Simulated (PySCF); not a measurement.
# Sn: excitation energies in aug-cc-pwCVTZ-DK3

Aim: the excitation energy of tin from differences of total energies, at each level of theory, and how far each lands from the tabulated value where there is one.

The numbers are computed with PySCF 2.14.0 (unrestricted determinants in a Gaussian basis, no spin-orbit coupling in the energies), except any that are marked as measured or tabulated.

### 1 Starting point

* Element: tin (Z = 50)
* Basis: aug-cc-pwCVTZ-DK3
* Hamiltonian: the spin-free X2C one-electron Hamiltonian (Gaussian nucleus)
* State 1: Sn: [Kr] 4d10 5s1 5p3, high-spin 5S determinant (an excited configuration)
* State 2: Sn: [Kr] 4d10 5s1 5p2 6s1, high-spin 5P determinant (an excited configuration)
* Needed too, but not shown: Sn [Kr] 4d10 5s2 5p2 (3P)
* Methods: UHF, LDA, PBE, PBE0, r2SCAN, BHandHLYP, BP86, TPSS, MP2
* Core shells frozen in the correlated runs: valence: [Kr] 4d10; valence and next inner shell: [Ar] 3d10 (for Sn)

Outer shells as boxes (Hund's rule):

Sn [Kr] 4d10 5s1 5p3
```
[Kr] core
4d [↑↓][↑↓][↑↓][↑↓][↑↓]
5s [↑ ]
5p [↑ ][↑ ][↑ ]
```

Sn [Kr] 4d10 5s1 5p2 6s1
```
[Kr] core
4d [↑↓][↑↓][↑↓][↑↓][↑↓]
5s [↑ ]
5p [↑ ][↑ ][  ]
6s [↑ ]
```

The runs were made by one driver on top of PySCF. The scripts below sum up each run's settings (the driver also hands on starting orbitals that pick excited configurations, and frozen orbitals as a list rather than a count), and the logs come from the driver's own runs. The driver starts from symmetry-adapted Hartree-Fock orbitals, holds the occupation by maximum overlap and uses a logarithmic radial grid for functionals, so a plain start would take other cycles.

The integrals over 109 functions and the set-up took 5.7 s of CPU time.

### 2 Sn [Kr] 4d10 5s1 5p3, method by method

**UHF**

File input.py:

```python
from pyscf import gto, scf, dft, mp, cc
import basis_set_exchange as bse
mol = gto.M(atom="Sn 0 0 0", charge=0, spin=4, symmetry="D2h",
            basis=gto.basis.parse(bse.get_basis("aug-cc-pwCVTZ-DK3", elements=["Sn"], fmt="nwchem")),
            nucmod="G")
mf = scf.UHF(mol).sfx2c1e()
mf.irrep_nelec = {'Ag': (9, 8), 'B1g': (2, 2), 'B2g': (2, 2), 'B3g': (2, 2), 'B1u': (4, 3), 'B2u': (4, 3), 'B3u': (4, 3)}
mf.kernel()
```

Output:

```text
damping factor = 0
level_shift factor = 0
DIIS = <class 'pyscf.scf.diis.CDIIS'>
diis_start_cycle = 1
diis_space = 10
diis_damp = 0
SCF conv_tol = 1e-09
SCF conv_tol_grad = None
number electrons alpha = 27  beta = 23
cycle= 1 E= -6173.42976305596  delta_E= -3.8e-10  |g|= 7.39e-06  |ddm|= 0.000148
converged SCF energy = -6173.42976305596  <S^2> = 6.0052843  2S+1 = 5.0021133
```

CPU time 1.9 s on a shared host, the integrals not counted.

The occupied shells:

| shell | electrons | mean orbital energy (eV) | spread (eV) | rms radius (bohr) |
| --- | --- | --- | --- | --- |
| 1s α | 1 | -29343.3 | 0 | 0.0335 |
| 1s β | 1 | -29343.1 | 0 | 0.0335 |
| 2s α | 1 | -4523.7 | 0 | 0.136 |
| 2s β | 1 | -4523.6 | 0 | 0.136 |
| 2p α | 3 | -4056.7 | 0 | 0.121 |
| 2p β | 3 | -4056.6 | 0 | 0.121 |
| 3s α | 1 | -913.76 | 0 | 0.361 |
| 3s β | 1 | -913.47 | 0 | 0.361 |
| 3p α | 3 | -756.96 | 0 | 0.362 |
| 3p β | 3 | -756.73 | 0 | 0.362 |
| 3d α | 5 | -514.91 | 0 | 0.341 |
| 3d β | 5 | -514.86 | 0 | 0.341 |
| 4s α | 1 | -161.18 | 0 | 0.875 |
| 4s β | 1 | -160.53 | 0 | 0.875 |
| 4p α | 3 | -111.34 | 0 | 0.949 |
| 4p β | 3 | -110.92 | 0 | 0.949 |
| 4d α | 5 | -36.702 | 0 | 1.18 |
| 4d β | 5 | -36.232 | 0 | 1.18 |
| 5s α | 1 | -18.287 | 0 | 2.63 |
| 5p α | 3 | -8.536 | 0 | 3.27 |

⟨S²⟩ = 6.005, ⟨L²⟩ = 0.00.

Spin-orbit constants on these orbitals (cm⁻¹; bare nucleus, screened nucleus, mean field): 5p 2429, 2332, n/a.

**LDA**

input.py differs from the last one in:

```diff
@@ -5,3 +5,3 @@
             nucmod="G")
-mf = scf.UHF(mol).sfx2c1e()
+mf = dft.UKS(mol, xc="LDA,VWN").sfx2c1e()
 mf.irrep_nelec = {'Ag': (9, 8), 'B1g': (2, 2), 'B2g': (2, 2), 'B3g': (2, 2), 'B1u': (4, 3), 'B2u': (4, 3), 'B3u': (4, 3)}
```

Output:

```text
damping factor = 0
level_shift factor = 0
DIIS = <class 'pyscf.scf.diis.CDIIS'>
diis_start_cycle = 1
diis_space = 10
diis_damp = 0
SCF conv_tol = 1e-09
SCF conv_tol_grad = None
number electrons alpha = 27  beta = 23
XC functionals = LDA,VWN
    P. A. M. Dirac.,  Math. Proc. Cambridge Philos. Soc. 26, 376 (1930)
    F. Bloch.,  Z. Phys. 57, 545 (1929)
    S. H. Vosko, L. Wilk, and M. Nusair.,  Can. J. Phys. 58, 1200 (1980)
cycle= 1 E= -6170.07001341703  delta_E= -0.0306  |g|= 0.0898  |ddm|= 0.73
cycle= 2 E= -6170.07010485311  delta_E= -9.14e-05  |g|= 0.0554  |ddm|= 0.101
cycle= 3 E= -6170.07033088882  delta_E= -0.000226  |g|= 0.0167  |ddm|= 0.0387
cycle= 4 E= -6170.07037086535  delta_E= -4e-05  |g|= 0.00127  |ddm|= 0.0132
cycle= 5 E= -6170.07037128483  delta_E= -4.19e-07  |g|= 5.16e-05  |ddm|= 0.00181
cycle= 6 E= -6170.07037128632  delta_E= -1.49e-09  |g|= 2.76e-06  |ddm|= 0.000137
cycle= 7 E= -6170.07037128633  delta_E= -7.28e-12  |g|= 3.67e-08  |ddm|= 1.77e-05
converged SCF energy = -6170.07037128633  <S^2> = 6.001614  2S+1 = 5.0006455
```

It used 1.7 s of CPU time after the integrals (shared host).

**PBE**

input.py differs from the last one in:

```diff
@@ -5,3 +5,3 @@
             nucmod="G")
-mf = dft.UKS(mol, xc="LDA,VWN").sfx2c1e()
+mf = dft.UKS(mol, xc="PBE").sfx2c1e()
 mf.irrep_nelec = {'Ag': (9, 8), 'B1g': (2, 2), 'B2g': (2, 2), 'B3g': (2, 2), 'B1u': (4, 3), 'B2u': (4, 3), 'B3u': (4, 3)}
```

Output:

```text
damping factor = 0
level_shift factor = 0
DIIS = <class 'pyscf.scf.diis.CDIIS'>
diis_start_cycle = 1
diis_space = 10
diis_damp = 0
SCF conv_tol = 1e-09
SCF conv_tol_grad = None
number electrons alpha = 27  beta = 23
XC functionals = PBE
    J. P. Perdew, K. Burke, and M. Ernzerhof.,  Phys. Rev. Lett. 77, 3865 (1996)
    J. P. Perdew, K. Burke, and M. Ernzerhof.,  Phys. Rev. Lett. 78, 1396 (1997)
    J. P. Perdew, K. Burke, and M. Ernzerhof.,  Phys. Rev. Lett. 77, 3865 (1996)
    J. P. Perdew, K. Burke, and M. Ernzerhof.,  Phys. Rev. Lett. 78, 1396 (1997)
cycle= 1 E= -6175.68014943475  delta_E= -0.0192  |g|= 0.0614  |ddm|= 0.53
cycle= 2 E= -6175.68021407345  delta_E= -6.46e-05  |g|= 0.0328  |ddm|= 0.0975
cycle= 3 E= -6175.68028624382  delta_E= -7.22e-05  |g|= 0.0114  |ddm|= 0.0237
cycle= 4 E= -6175.68030461321  delta_E= -1.84e-05  |g|= 0.000632  |ddm|= 0.0091
cycle= 5 E= -6175.68030471802  delta_E= -1.05e-07  |g|= 5.32e-05  |ddm|= 0.00123
cycle= 6 E= -6175.68030471915  delta_E= -1.12e-09  |g|= 5.52e-06  |ddm|= 0.000172
cycle= 7 E= -6175.68030471917  delta_E= -2.82e-11  |g|= 1.23e-07  |ddm|= 2.91e-05
converged SCF energy = -6175.68030471917  <S^2> = 6.001779  2S+1 = 5.0007116
```

It used 2.8 s of CPU time after the integrals (shared host).

**PBE0**

input.py differs from the last one in:

```diff
@@ -5,3 +5,3 @@
             nucmod="G")
-mf = dft.UKS(mol, xc="PBE").sfx2c1e()
+mf = dft.UKS(mol, xc="PBE0").sfx2c1e()
 mf.irrep_nelec = {'Ag': (9, 8), 'B1g': (2, 2), 'B2g': (2, 2), 'B3g': (2, 2), 'B1u': (4, 3), 'B2u': (4, 3), 'B3u': (4, 3)}
```

Output:

```text
damping factor = 0
level_shift factor = 0
DIIS = <class 'pyscf.scf.diis.CDIIS'>
diis_start_cycle = 1
diis_space = 10
diis_damp = 0
SCF conv_tol = 1e-09
SCF conv_tol_grad = None
number electrons alpha = 27  beta = 23
XC functionals = PBE0
    C. Adamo and V. Barone.,  J. Chem. Phys. 110, 6158 (1999)
    M. Ernzerhof and G. E. Scuseria.,  J. Chem. Phys. 110, 5029 (1999)
cycle= 1 E= -6175.76731776764  delta_E= -0.0107  |g|= 0.0339  |ddm|= 0.38
cycle= 2 E= -6175.76739863855  delta_E= -8.09e-05  |g|= 0.00647  |ddm|= 0.062
cycle= 3 E= -6175.7674010128  delta_E= -2.37e-06  |g|= 0.000402  |ddm|= 0.0111
cycle= 4 E= -6175.76740108731  delta_E= -7.45e-08  |g|= 0.000139  |ddm|= 0.00364
cycle= 5 E= -6175.76740108918  delta_E= -1.86e-09  |g|= 4.89e-05  |ddm|= 0.000262
cycle= 6 E= -6175.76740108958  delta_E= -4.01e-10  |g|= 5.23e-06  |ddm|= 7.85e-05
converged SCF energy = -6175.76740108958  <S^2> = 6.0022143  2S+1 = 5.0008856
```

CPU time 3.6 s on a shared host, the integrals not counted.

**r2SCAN**

input.py differs from the last one in:

```diff
@@ -5,3 +5,3 @@
             nucmod="G")
-mf = dft.UKS(mol, xc="PBE0").sfx2c1e()
+mf = dft.UKS(mol, xc="R2SCAN").sfx2c1e()
 mf.irrep_nelec = {'Ag': (9, 8), 'B1g': (2, 2), 'B2g': (2, 2), 'B3g': (2, 2), 'B1u': (4, 3), 'B2u': (4, 3), 'B3u': (4, 3)}
```

Output:

```text
damping factor = 0
level_shift factor = 0
DIIS = <class 'pyscf.scf.diis.CDIIS'>
diis_start_cycle = 1
diis_space = 10
diis_damp = 0
SCF conv_tol = 1e-09
SCF conv_tol_grad = None
number electrons alpha = 27  beta = 23
XC functionals = R2SCAN
    J. W. Furness, A. D. Kaplan, J. Ning, J. P. Perdew, and J. Sun.,  J. Phys. Chem. Lett. 11, 8208-8215 (2020)
    J. W. Furness, A. D. Kaplan, J. Ning, J. P. Perdew, and J. Sun.,  J. Phys. Chem. Lett. 11, 9248-9248 (2020)
    J. W. Furness, A. D. Kaplan, J. Ning, J. P. Perdew, and J. Sun.,  J. Phys. Chem. Lett. 11, 8208-8215 (2020)
    J. W. Furness, A. D. Kaplan, J. Ning, J. P. Perdew, and J. Sun.,  J. Phys. Chem. Lett. 11, 9248-9248 (2020)
cycle= 1 E= -6176.12254038795  delta_E= -0.0102  |g|= 0.0438  |ddm|= 0.372
cycle= 2 E= -6176.12261973475  delta_E= -7.93e-05  |g|= 0.0143  |ddm|= 0.0717
cycle= 3 E= -6176.12262812964  delta_E= -8.39e-06  |g|= 0.00402  |ddm|= 0.0127
cycle= 4 E= -6176.12263022047  delta_E= -2.09e-06  |g|= 0.00047  |ddm|= 0.00457
cycle= 5 E= -6176.12263027752  delta_E= -5.7e-08  |g|= 7.52e-05  |ddm|= 0.00236
cycle= 6 E= -6176.12263027928  delta_E= -1.77e-09  |g|= 5.06e-06  |ddm|= 0.000251
cycle= 7 E= -6176.12263027929  delta_E= -5.46e-12  |g|= 1.75e-07  |ddm|= 4.21e-05
converged SCF energy = -6176.12263027929  <S^2> = 6.0038198  2S+1 = 5.0015277
```

CPU time 6.2 s on a shared host, the integrals not counted.

**BHandHLYP**

input.py differs from the last one in:

```diff
@@ -5,3 +5,3 @@
             nucmod="G")
-mf = dft.UKS(mol, xc="R2SCAN").sfx2c1e()
+mf = dft.UKS(mol, xc="BHANDHLYP").sfx2c1e()
 mf.irrep_nelec = {'Ag': (9, 8), 'B1g': (2, 2), 'B2g': (2, 2), 'B3g': (2, 2), 'B1u': (4, 3), 'B2u': (4, 3), 'B3u': (4, 3)}
```

Output:

```text
damping factor = 0
level_shift factor = 0
DIIS = <class 'pyscf.scf.diis.CDIIS'>
diis_start_cycle = 1
diis_space = 10
diis_damp = 0
SCF conv_tol = 1e-09
SCF conv_tol_grad = None
number electrons alpha = 27  beta = 23
XC functionals = BHANDHLYP
    A. D. Becke.,  J. Chem. Phys. 98, 1372 (1993)
    Defined through Gaussian implementation.
cycle= 1 E= -6176.08917763394  delta_E= -0.00711  |g|= 0.02  |ddm|= 0.346
cycle= 2 E= -6176.08927590873  delta_E= -9.83e-05  |g|= 0.00329  |ddm|= 0.057
cycle= 3 E= -6176.08927918359  delta_E= -3.27e-06  |g|= 0.00119  |ddm|= 0.0134
cycle= 4 E= -6176.08927946759  delta_E= -2.84e-07  |g|= 0.000788  |ddm|= 0.00279
cycle= 5 E= -6176.08927955063  delta_E= -8.3e-08  |g|= 1.73e-05  |ddm|= 0.00141
cycle= 6 E= -6176.08927955094  delta_E= -3.06e-10  |g|= 4.79e-06  |ddm|= 0.000171
converged SCF energy = -6176.08927955094  <S^2> = 6.0016116  2S+1 = 5.0006446
```

It used 3.5 s of CPU time after the integrals (shared host).

**BP86**

input.py differs from the last one in:

```diff
@@ -5,3 +5,3 @@
             nucmod="G")
-mf = dft.UKS(mol, xc="BHANDHLYP").sfx2c1e()
+mf = dft.UKS(mol, xc="B88,P86").sfx2c1e()
 mf.irrep_nelec = {'Ag': (9, 8), 'B1g': (2, 2), 'B2g': (2, 2), 'B3g': (2, 2), 'B1u': (4, 3), 'B2u': (4, 3), 'B3u': (4, 3)}
```

Output:

```text
damping factor = 0
level_shift factor = 0
DIIS = <class 'pyscf.scf.diis.CDIIS'>
diis_start_cycle = 1
diis_space = 10
diis_damp = 0
SCF conv_tol = 1e-09
SCF conv_tol_grad = None
number electrons alpha = 27  beta = 23
XC functionals = B88,P86
    A. D. Becke.,  Phys. Rev. A 38, 3098 (1988)
    J. P. Perdew.,  Phys. Rev. B 33, 8822 (1986)
cycle= 1 E= -6176.81606249326  delta_E= -0.0203  |g|= 0.0547  |ddm|= 0.598
cycle= 2 E= -6176.81613999339  delta_E= -7.75e-05  |g|= 0.0241  |ddm|= 0.0878
cycle= 3 E= -6176.81616984808  delta_E= -2.99e-05  |g|= 0.00909  |ddm|= 0.0171
cycle= 4 E= -6176.81618093025  delta_E= -1.11e-05  |g|= 0.000716  |ddm|= 0.00715
cycle= 5 E= -6176.81618105513  delta_E= -1.25e-07  |g|= 5.07e-05  |ddm|= 0.00127
cycle= 6 E= -6176.81618105615  delta_E= -1.02e-09  |g|= 4.91e-06  |ddm|= 0.000232
cycle= 7 E= -6176.81618105617  delta_E= -1.64e-11  |g|= 6.96e-08  |ddm|= 1.88e-05
converged SCF energy = -6176.81618105617  <S^2> = 6.0018872  2S+1 = 5.0007548
```

CPU time 2.7 s on a shared host, the integrals not counted.

**TPSS**

input.py differs from the last one in:

```diff
@@ -5,3 +5,3 @@
             nucmod="G")
-mf = dft.UKS(mol, xc="B88,P86").sfx2c1e()
+mf = dft.UKS(mol, xc="TPSS").sfx2c1e()
 mf.irrep_nelec = {'Ag': (9, 8), 'B1g': (2, 2), 'B2g': (2, 2), 'B3g': (2, 2), 'B1u': (4, 3), 'B2u': (4, 3), 'B3u': (4, 3)}
```

Output:

```text
damping factor = 0
level_shift factor = 0
DIIS = <class 'pyscf.scf.diis.CDIIS'>
diis_start_cycle = 1
diis_space = 10
diis_damp = 0
SCF conv_tol = 1e-09
SCF conv_tol_grad = None
number electrons alpha = 27  beta = 23
XC functionals = TPSS
    J. Tao, J. P. Perdew, V. N. Staroverov, and G. E. Scuseria.,  Phys. Rev. Lett. 91, 146401 (2003)
    J. P. Perdew, J. Tao, V. N. Staroverov, and G. E. Scuseria.,  J. Chem. Phys. 120, 6898 (2004)
    J. Tao, J. P. Perdew, V. N. Staroverov, and G. E. Scuseria.,  Phys. Rev. Lett. 91, 146401 (2003)
    J. P. Perdew, J. Tao, V. N. Staroverov, and G. E. Scuseria.,  J. Chem. Phys. 120, 6898 (2004)
cycle= 1 E= -6175.82828035671  delta_E= -0.0156  |g|= 0.0718  |ddm|= 0.403
cycle= 2 E= -6175.82832037142  delta_E= -4e-05  |g|= 0.0459  |ddm|= 0.0938
cycle= 3 E= -6175.82849740952  delta_E= -0.000177  |g|= 0.0127  |ddm|= 0.0334
cycle= 4 E= -6175.82852111687  delta_E= -2.37e-05  |g|= 0.000469  |ddm|= 0.0106
cycle= 5 E= -6175.82852117731  delta_E= -6.04e-08  |g|= 6.83e-05  |ddm|= 0.000996
cycle= 6 E= -6175.82852117878  delta_E= -1.47e-09  |g|= 3.98e-06  |ddm|= 0.000215
cycle= 7 E= -6175.82852117879  delta_E= -1.27e-11  |g|= 9.01e-08  |ddm|= 1.95e-05
converged SCF energy = -6175.82852117879  <S^2> = 6.0020353  2S+1 = 5.0008141
```

It used 6.3 s of CPU time after the integrals (shared host).

**MP2 (valence)**

input.py differs from the last one in:

```diff
@@ -5,4 +5,5 @@
             nucmod="G")
-mf = dft.UKS(mol, xc="TPSS").sfx2c1e()
+mf = scf.UHF(mol).sfx2c1e()
 mf.irrep_nelec = {'Ag': (9, 8), 'B1g': (2, 2), 'B2g': (2, 2), 'B3g': (2, 2), 'B1u': (4, 3), 'B2u': (4, 3), 'B3u': (4, 3)}
 mf.kernel()
+mp.UMP2(mf, frozen=23).kernel()
```

This step left no log, only its results.

It used 0.27 s of CPU time after the integrals (shared host).

With 4 electrons correlated, the MP2 correlation energy is -0.01588 hartree (-0.01588 same spin, 0.00000 opposite spin); the SCS form gives -0.00529. Largest pairs of shells: 5p-5p -0.0125, 5s-5p -0.0033, 5s-5s 0.0000.

### 3 Sn [Kr] 4d10 5s1 5p3, continued

**MP2 (valence and next inner shell)**

Edit input.py of step 2 so:

```diff
@@ -8,2 +8,2 @@
 mf.kernel()
-mp.UMP2(mf, frozen=23).kernel()
+mp.UMP2(mf, frozen=14).kernel()
```

No log was kept for this step.

CPU time 1.7 s on a shared host, the integrals not counted.

With 22 electrons correlated, the MP2 correlation energy is -0.67102 hartree (-0.24603 same spin, -0.42498 opposite spin); the SCS form gives -0.59199. Largest pairs of shells: 4d-4d -0.3361, 4p-4d -0.1351, 4d-5p -0.0586, 4p-4p -0.0419, 4s-4d -0.0295.

Radial density 4πr²ρ of Sn at UHF, without picture-change correction:

| r (bohr) | density | spin density |
| --- | --- | --- |
| 0.000474 | 0.723 | 0.000 |
| 0.000797 | 1.67 | 0.000 |
| 0.00134 | 3.79 | 0.001 |
| 0.00226 | 8.30 | 0.001 |
| 0.00379 | 17.2 | 0.003 |
| 0.00638 | 32.4 | 0.006 |
| 0.0107 | 52.0 | 0.009 |
| 0.0181 | 64.7 | 0.011 |
| 0.0304 | 58.7 | 0.015 |
| 0.0511 | 59.9 | 0.039 |
| 0.0859 | 82.3 | 0.038 |
| 0.145 | 61.2 | -0.030 |
| 0.243 | 66.9 | 0.089 |
| 0.409 | 36.9 | 0.003 |
| 0.688 | 22.5 | 0.191 |
| 1.16 | 13.9 | -0.019 |
| 1.95 | 2.96 | 1.522 |
| 3.27 | 1.20 | 1.177 |
| 5.51 | 0.132 | 0.132 |
| 9.26 | 0.00112 | 0.001 |

(Part 1 of 2 ends here.)
